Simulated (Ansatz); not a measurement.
# C4H11Al (AlEt2H) at 6 levels

Wanted: a comparison of 6 runs (HF/3-21G, HF/6-31+G*, B3LYP/STO-3G, B3LYP/6-31G*, B2PLYP/pcseg-1) of C4H11Al (AlEt2H). 

The calculation is run with Ansatz 0.2.0.

5 further runs of the same task are left out: 1 that didn't finish, 4 set aside as unsound or not needed.

## 1. Starting point

C4H11Al: 16 atoms, total charge 0, spin state singlet. As SMILES, `[H][Al]([CH2]C)[CH2]C`. Geometry: a GFN2-xTB relaxation, a rough one for these elements and not checked as a minimum. This is one conformer, not always the lowest.

Bond lengths: Al1–C2 2.005 Å, C2–C3 1.541 Å, Al1–C9 2.006 Å, C9–C10 1.540 Å, C2–H4 1.102 Å, C2–H5 1.102 Å, C3–H6 1.091 Å, C3–H7 1.090 Å, C3–H8 1.090 Å, C9–H11 1.100 Å, C9–H12 1.100 Å, C10–H13 1.090 Å, C10–H14 1.091 Å, C10–H15 1.091 Å, Al1–H16 1.554 Å. Some angles: Al1–C2–C3 113.1°, C2–Al1–C9 128.2°, Al1–C9–C10 106.3°, Al1–C2–H4 112.3°, Al1–C2–H5 109.6°, C3–C2–H4 107.8°, C3–C2–H5 108.9°, C2–Al1–H16 117.2°, C9–Al1–H16 114.5°, C2–C3–H6 111.6°.

## 2. Energy and forces at HF/3-21G (run 1)

run.yaml

```yaml
basis:
  gaussian:
    orbitals: 3-21G.json
crystal:
  periodic: [false, false, false]
  atoms:
    - symbol: Al
      position_ang: [-0.134440, -0.598240, -0.557360]
    - symbol: C
      position_ang: [1.692650, -1.183940, 0.024960]
    - symbol: C
      position_ang: [2.077720, -0.665140, 1.424340]
    - symbol: H
      position_ang: [2.477270, -0.866520, -0.680020]
    - symbol: H
      position_ang: [1.745690, -2.284830, 0.025160]
    - symbol: H
      position_ang: [3.095470, -0.951840, 1.691930]
    - symbol: H
      position_ang: [2.012070, 0.422630, 1.463170]
    - symbol: H
      position_ang: [1.402160, -1.064690, 2.180760]
    - symbol: C
      position_ang: [-1.005550, 1.189520, -0.297070]
    - symbol: C
      position_ang: [-2.427220, 1.065200, -0.875570]
    - symbol: H
      position_ang: [-0.485800, 2.015510, -0.804190]
    - symbol: H
      position_ang: [-1.073840, 1.505710, 0.754180]
    - symbol: H
      position_ang: [-2.983150, 1.999760, -0.795000]
    - symbol: H
      position_ang: [-2.385960, 0.779420, -1.928110]
    - symbol: H
      position_ang: [-2.984000, 0.287940, -0.350340]
    - symbol: H
      position_ang: [-1.023060, -1.650470, -1.276850]
total_charge: 0
hamiltonian:
  xc: hf
accuracy: high
output: {forces: true, orbitals: {seedname: orbitals}}
```

The basis set 3-21G is read from a file made from the Basis Set Exchange's data (not shown).

Launch:

```sh
$ ansatz run run.yaml --threads 1 --pin off --max-ram 3480MiB --events-out events.jsonl --progress --plain --runs-dir runs
```

Standard output:

```text
Warning: RAYON_NUM_THREADS=1 ignored (pool sized by the plan → 1); use --threads N
[... 12 lines left out ...]
Total energy: -10818.96214039 eV, -397.5895253034 hartree
[... 16 lines left out ...]
Dipole moment:     0.082190     0.094349     0.044186 e Å
```

It took 4.5 s on 1 thread of Intel Xeon at 2.70GHz, shared host.

## 3. Energy and forces at HF/6-31+G(d) (spherical functions) (run 2)

input.yaml

```yaml
crystal:
  periodic: [false, false, false]
  atoms:
    - {symbol: Al, position_ang: [-0.134440, -0.598240, -0.557360]}
    - {symbol: C, position_ang: [1.692650, -1.183940, 0.024960]}
    - {symbol: C, position_ang: [2.077720, -0.665140, 1.424340]}
    - {symbol: H, position_ang: [2.477270, -0.866520, -0.680020]}
    - {symbol: H, position_ang: [1.745690, -2.284830, 0.025160]}
    - {symbol: H, position_ang: [3.095470, -0.951840, 1.691930]}
    - {symbol: H, position_ang: [2.012070, 0.422630, 1.463170]}
    - {symbol: H, position_ang: [1.402160, -1.064690, 2.180760]}
    - {symbol: C, position_ang: [-1.005550, 1.189520, -0.297070]}
    - {symbol: C, position_ang: [-2.427220, 1.065200, -0.875570]}
    - {symbol: H, position_ang: [-0.485800, 2.015510, -0.804190]}
    - {symbol: H, position_ang: [-1.073840, 1.505710, 0.754180]}
    - {symbol: H, position_ang: [-2.983150, 1.999760, -0.795000]}
    - {symbol: H, position_ang: [-2.385960, 0.779420, -1.928110]}
    - {symbol: H, position_ang: [-2.984000, 0.287940, -0.350340]}
    - {symbol: H, position_ang: [-1.023060, -1.650470, -1.276850]}
basis:
  gaussian: {orbitals: 6-31+G_st_-spherical.json}
hamiltonian: {xc: hf}
accuracy: high
output: {forces: true, orbitals: {seedname: orbitals}}
```

The basis set 6-31+G* is read from a file made from the Basis Set Exchange's data (not shown).

Launch:

```sh
$ ansatz run input.yaml --threads 1 --pin off --max-ram 3480MiB --events-out events.jsonl --progress --plain --runs-dir runs
```

Standard output:

```text
Warning: RAYON_NUM_THREADS=1 ignored (pool sized by the plan → 1); use --threads N
[... 12 lines left out ...]
Total energy: -10878.09145755 eV, -399.7624876297 hartree
[... 16 lines left out ...]
Dipole moment:     0.083876     0.091764     0.041603 e Å
```

Wall time 14 s (1 thread of Intel Xeon at 2.70GHz, shared host); peak memory 0.43 GiB.

Runs 3 to 4 aren't shown in full; the table further down has their settings and results.

## 4. Energy and forces at B3LYP/6-31G(d) (Cartesian functions) (run 5)

in.yaml

```yaml
crystal:
  periodic: [false, false, false]
  atoms:
    - {symbol: Al, position_ang: [-0.134440, -0.598240, -0.557360]}
    - {symbol: C, position_ang: [1.692650, -1.183940, 0.024960]}
    - {symbol: C, position_ang: [2.077720, -0.665140, 1.424340]}
    - {symbol: H, position_ang: [2.477270, -0.866520, -0.680020]}
    - {symbol: H, position_ang: [1.745690, -2.284830, 0.025160]}
    - {symbol: H, position_ang: [3.095470, -0.951840, 1.691930]}
    - {symbol: H, position_ang: [2.012070, 0.422630, 1.463170]}
    - {symbol: H, position_ang: [1.402160, -1.064690, 2.180760]}
    - {symbol: C, position_ang: [-1.005550, 1.189520, -0.297070]}
    - {symbol: C, position_ang: [-2.427220, 1.065200, -0.875570]}
    - {symbol: H, position_ang: [-0.485800, 2.015510, -0.804190]}
    - {symbol: H, position_ang: [-1.073840, 1.505710, 0.754180]}
    - {symbol: H, position_ang: [-2.983150, 1.999760, -0.795000]}
    - {symbol: H, position_ang: [-2.385960, 0.779420, -1.928110]}
    - {symbol: H, position_ang: [-2.984000, 0.287940, -0.350340]}
    - {symbol: H, position_ang: [-1.023060, -1.650470, -1.276850]}
basis:
  gaussian:
    orbitals: "6-31G*"
hamiltonian:
  xc: {name: B3LYP}
accuracy: high
output: {forces: true, orbitals: {seedname: orbitals}}
```

Launch:

```sh
$ ansatz run in.yaml --threads 1 --pin off --max-ram 3480MiB --events-out events.jsonl --progress --plain --runs-dir runs
```

Standard output:

```text
Warning: RAYON_NUM_THREADS=1 ignored (pool sized by the plan → 1); use --threads N
[... 16 lines left out ...]
Total energy: -10924.62189627 eV, -401.4724497134 hartree
[... 16 lines left out ...]
Dipole moment:     0.079551     0.102118     0.052598 e Å
```

Wall time 23 s (1 thread of Intel Xeon at 2.70GHz, shared host); peak memory 0.42 GiB.

## 5. Energy and forces at B2PLYP/pcseg-1 (run 6)

run.yaml

```yaml
crystal:
  periodic: [false, false, false]
  atoms:
    - {symbol: Al, position_ang: [-0.134440, -0.598240, -0.557360]}
    - {symbol: C, position_ang: [1.692650, -1.183940, 0.024960]}
    - {symbol: C, position_ang: [2.077720, -0.665140, 1.424340]}
    - {symbol: H, position_ang: [2.477270, -0.866520, -0.680020]}
    - {symbol: H, position_ang: [1.745690, -2.284830, 0.025160]}
    - {symbol: H, position_ang: [3.095470, -0.951840, 1.691930]}
    - {symbol: H, position_ang: [2.012070, 0.422630, 1.463170]}
    - {symbol: H, position_ang: [1.402160, -1.064690, 2.180760]}
    - {symbol: C, position_ang: [-1.005550, 1.189520, -0.297070]}
    - {symbol: C, position_ang: [-2.427220, 1.065200, -0.875570]}
    - {symbol: H, position_ang: [-0.485800, 2.015510, -0.804190]}
    - {symbol: H, position_ang: [-1.073840, 1.505710, 0.754180]}
    - {symbol: H, position_ang: [-2.983150, 1.999760, -0.795000]}
    - {symbol: H, position_ang: [-2.385960, 0.779420, -1.928110]}
    - {symbol: H, position_ang: [-2.984000, 0.287940, -0.350340]}
    - {symbol: H, position_ang: [-1.023060, -1.650470, -1.276850]}
basis:
  gaussian: {orbitals: pcseg-1.json}
magnetization: {spin_polarized: false, initial_magnetization: 0}
hamiltonian: {xc: {name: B2PLYP}}
correlation: {frozen_orbitals: {Al: 5, C: 1, H: 0}}
accuracy: high
output: {forces: true, orbitals: {seedname: orbitals}}
```

The basis set pcseg-1 is read from a file made from the Basis Set Exchange's data (not shown).

Launch:

```sh
$ ansatz run run.yaml --threads 1 --pin off --max-ram 3480MiB --events-out events.jsonl --progress --plain --runs-dir runs
```

Standard output:

```text
Warning: RAYON_NUM_THREADS=1 ignored (pool sized by the plan → 1); use --threads N
[... 13 lines left out ...]
9 core orbitals not correlated: weight in the atoms' cores, before any rotation towards them, 1.000 or more for the frozen orbitals, at most 0.000 for the correlated occupied ones
[... 3 lines left out ...]
Total energy: -10914.12289752 eV, -401.0866186255 hartree
[... 16 lines left out ...]
Dipole moment:     0.072232     0.088343     0.043588 e Å
```

It took 62 s on 1 thread of Intel Xeon at 2.70GHz, shared host; peak memory 0.7 GiB.

## 6. All runs side by side

| run | level | Cartesian functions | frozen core orbitals | energy (Eh) | dipole moment (D) | HOMO energy (eV) | LUMO energy (eV) | wall time |
| --- | --- | --- | --- | --- | --- | --- | --- | --- |
| 1 | HF/3-21G | no | – | -397.589525 | 0.64 | -9.94 | 1.80 | 4.5 s |
| 2 | HF/6-31+G* (spherical functions) | no | – | -399.762488 | 0.63 | -10.06 | 1.20 | 14 s |
| 3 | B3LYP/STO-3G | no | – | -396.700620 | 0.23 | -4.86 | 3.91 | 6.6 s |
| 4 | B3LYP/6-31G* (spherical functions) | no | – | -401.468000 | 0.67 | -6.70 | -1.11 | 19 s |
| 5 | B3LYP/6-31G* (Cartesian functions) | yes | – | -401.472450 | 0.67 | -6.70 | -1.11 | 23 s |
| 6 | B2PLYP/pcseg-1 | no | 9 | -401.086619 | 0.59 | -8.27 | -0.12 | 62 s |

## 7. Outcome

| quantity | value |
| --- | --- |
| run 6: total energy | -401.08662 Eh |
| run 6: dipole moment (SCF part) | 0.59 D |
| run 6: HOMO energy (SCF part's orbitals) | -8.27 eV |
| run 6: LUMO energy (SCF part's orbitals) | -0.12 eV |
| run 6: HOMO–LUMO gap (SCF part's orbitals) | 8.16 eV |
| run 6: largest force on an atom | 0.834 eV/Å |

The dipole moment (its size) runs from 0.23 D (B3LYP/STO-3G) to 0.67 D (B3LYP/6-31G*). The HOMO–LUMO gap runs from 5.59 eV (B3LYP/6-31G*) to 11.74 eV (HF/3-21G). The two ends differ in method and basis. Totals of different functionals can't be ranked against each other. In run 3 the basis is minimal, so the values are rough. All runs together took 2.1 min, the longest 62 s.
